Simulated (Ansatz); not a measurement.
## NaCa3 and its free atoms: a cohesive energy from free atoms, step by step

With the Python package of Ansatz (0.2.0).

Notebook, run cell by cell (the value of a cell's last expression is shown):

In [1]:
```python
from collections import Counter
from dataclasses import dataclass
import warnings

import ansatz as az
```

In [2]:
```python
@dataclass
class RunConfig:
    xc: str = "lda"
    kspacing: float = 0.3
    smearing: str = "gaussian"
    smearing_width: float = 0.02


settings = RunConfig()
```

In [3]:
```python
PHASES = {
    "NaCa3": (
        [(0.0, 4.337326, 4.337326), (4.337326, 0.0, 4.337326), (4.337326, 4.337326, 0.0)],
        [
            ("Na", (0.0, 0.0, 0.0)),
            ("Ca", (0.25, 0.25, 0.25)),
            ("Ca", (0.75, 0.75, 0.75)),
            ("Ca", (0.5, 0.5, 0.5)),
        ],
    ),
}


def build(vectors, sites):
    crystal = az.Crystal(lattice=az.Lattice.of(vectors))
    for symbol, position in sites:
        crystal = crystal.atom(symbol, position)
    return crystal
```

In [4]:
```python
def counts(outcome):
    return Counter(site.symbol for site in outcome.lattice.sites)
```

In [5]:
```python
UNPAIRED = {"Na": 1, "Ca": 0}  # unpaired electrons of the free atoms
```

In [6]:
```python
def run_phase(name, crystal):
    calc = (
        crystal.calculation()
        .basis(31 * az.Ry)
        .functional(settings.xc)
        .kpoints(spacing=settings.kspacing)
        .occupations(settings.smearing, width=settings.smearing_width)
    )
    if name.endswith(" atom"):
        calc = calc.kpoints(1, 1, 1).occupations("fermi_dirac", width=0.01)
        if UNPAIRED[name.split()[0]]:
            calc = calc.spin("collinear")
        return calc.run()
    calc = calc.relax(force_tolerance=0.02, max_steps=40, cell=True)
    return calc.run()
```

In [7]:
```python
warnings.simplefilter("ignore", az.DeckWarning)
```

In [8]:
```python
phases = {name: build(*cell) for name, cell in PHASES.items()}
# a box with unlike edges lets an open shell break the spherical symmetry
for element, moment in UNPAIRED.items():
    phases[f"{element} atom"] = az.Lattice.orthorhombic(10.0, 10.5, 11.0).atom(element, (0.5, 0.5, 0.5), moment=moment or None)
```

In [9]:
```python
done = {name: run_phase(name, crystal) for name, crystal in phases.items()}
```

In [10]:
```python
for element in UNPAIRED:
    atom = done[f"{element} atom"].report
    print(f"{element} atom: {atom['energy_sigma0_ev']:.4f} eV, moment {atom['magnetization_mub']:.2f} muB")
solid = done["NaCa3"]
n = counts(solid)
binding = (sum(k * done[f"{e} atom"].report["energy_sigma0_ev"] for e, k in n.items()) - solid.report["energy_sigma0_ev"]) / sum(n.values())
print(f"cohesive energy {binding:.3f} eV/atom = {96.4853 * binding:.0f} kJ/mol of atoms (no zero-point energy)")
```
```text
Na atom: -1465.3795 eV, moment 1.00 muB
Ca atom: -1770.4257 eV, moment 0.00 muB
cohesive energy 1.856 eV/atom = 179 kJ/mol of atoms (no zero-point energy)
```

Notes:
- Total energies depend on the potentials; only differences at equal settings carry meaning.
- Other magnetic orders than the one started from may lie lower.
- For the metals among these phases the mesh is modest: differences between phases can be off by up to 40 meV an atom.
- The cells come from databases of deposited and of computed structures, and not all need be stable phases.
- Free atoms in a box carry small image and symmetry errors, and spin-orbit coupling is left out.
- Hardware and time: 17 s on 1 thread of Arm Neoverse V2, on a shared host, peak memory 0.74 GiB.

(Lines on the test bed's own set-up are left out of the output.)
